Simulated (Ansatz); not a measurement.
AgRh under changes of volume

One of the cells (16.064 Å³/atom); the others are scaled copies at fixed shape and fractional positions:

```xyz
2
Lattice="2.7776 0.0000 0.0000 -1.3888 2.4055 0.0000 0.0000 0.0000 4.8086" Properties=species:S:1:pos:R:3 pbc="T T T"
Ag    0.0000    0.0000    2.4043
Rh    1.3888    0.8018    0.0000
```

The cell comes from a database or a generator and needn't be the stable form of this composition.

* Program: Ansatz 0.2.0
* Functional: PBEsol
* Potentials or basis: Ansatz PAW
* Cutoff: 420 eV (not typed: the program's choice for these potentials)
* k mesh: 11 × 11 × 6
* Occupations: fermi-dirac, width 0.05 eV
* Spin: no spin polarisation

```tsv
volume (Å³/atom)	energy over the lowest point (meV/atom)	pressure (GPa)
15.100	0.00	-0.9
15.421	?	?
15.743	18.32	-7.8
16.064	36.98	-10.6
16.385	60.89	-13.0
16.707	89.36	-15.1
17.028	121.78	-17.0
```

Task: What does the run at 15.421 Å³/atom give?

Result: Energy over the lowest point 5.69 meV/atom; pressure -4.6 GPa.

Worked out: A Birch-Murnaghan fit of order 3 (a polynomial in V^(-2/3)) to the other rows has its minimum at 15.03 Å³/atom, just outside them, with B0 = V·E''(V) = 192 GPa and B' = 5.4 at fixed shape and positions, which overstates the stiffness. It gives 5.68 meV/atom at 15.421 Å³/atom, against the run's 5.69, and -dE/dV = -4.6 GPa, against -4.6.

Energies are extrapolated to zero smearing.

Caveats: the PAW data sets come from PBE, with cores solved anew for the run's functional, which leaves a small shift of forces and pressure.
